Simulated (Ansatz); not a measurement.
# C₂H₃AlO: single points off equilibrium

One table from this session's results is given with a row withheld; the runs are named, their logs left out.

Computed with Ansatz 0.2.0, Gaussian basis. Level: single points in def2-TZVPP.

Cores are frozen in the correlated methods.

## Where the work starts

7 atoms, charge 0, spin multiplicity 1.

Atoms are counted from 1 here; the program's logs count them from 0.

Bond lengths: C1–C2 1.033 Å, C1–H5 1.170 Å, C2–O3 1.362 Å, O3–Al4 1.889 Å, Al4–H6 1.557 Å, Al4–H7 1.575 Å. Angles: C2–C1–H5 165.6°, C1–C2–O3 178.1°, C2–O3–Al4 173.8°, O3–Al4–H6 113.5°, O3–Al4–H7 127.0°, H6–Al4–H7 119.3°.

As a file:

```xyz
7
C2H3AlO
C     1.94410   -0.43190    1.34730
C     1.09820   -0.27820    0.77460
O     0.00680   -0.08900   -0.01720
Al   -1.40140    0.31990   -1.20860
H     2.73470   -0.49330    2.20730
H    -2.16300    1.62750   -0.84360
H    -1.76400   -0.43590   -2.54230
```

The first run:

Contents of run/in.yaml:

```yaml
crystal:
  periodic: [false, false, false]
  atoms:
    - {symbol: C, position_ang: [1.944100, -0.431900, 1.347300]}
    - {symbol: C, position_ang: [1.098200, -0.278200, 0.774600]}
    - {symbol: O, position_ang: [0.006800, -0.089000, -0.017200]}
    - {symbol: Al, position_ang: [-1.401400, 0.319900, -1.208600]}
    - {symbol: H, position_ang: [2.734700, -0.493300, 2.207300]}
    - {symbol: H, position_ang: [-2.163000, 1.627500, -0.843600]}
    - {symbol: H, position_ang: [-1.764000, -0.435900, -2.542300]}
basis:
  gaussian: {orbitals: def2-TZVPP}
correlation: {method: ccsd_t}
output: {forces: true}
```

No record of the launch command was kept for these runs.

Among the steps run: CCSD(T)/def2-TZVPP; PBE0-D4/def2-TZVPP; wB97M-V/def2-TZVPP; r2SCAN-D4/def2-TZVPP; PBE-D4/def2-TZVPP; LC-wPBE/def2-TZVPP; r2SCANh-D4/def2-TZVPP.

One of the session's tables, all rows but one given; the rest of the session is left out.

```
    method  RMS force component (eV/Å)  angle to CCSD(T) forces (°)  dipole (D)
   CCSD(T)                      10.495                    reference        1.80
   PBE0-D4                      10.278                          1.0        1.93
   wB97M-V                      10.131                          0.4        1.89
 r2SCAN-D4                      10.330                          0.7        1.88
    PBE-D4                      10.462                          0.8        1.85
   LC-wPBE                      10.040                          0.7        1.87
r2SCANh-D4                           ?                            ?           ?
```

Q: Estimate the row for r2SCANh-D4 from the others.

The run gave: RMS force component (eV/Å): 10.271; angle to CCSD(T) forces (°): 0.9; dipole (D): 1.90. In the column «RMS force component (eV/Å)» it lies between wB97M-V (10.131) and PBE0-D4 (10.278).
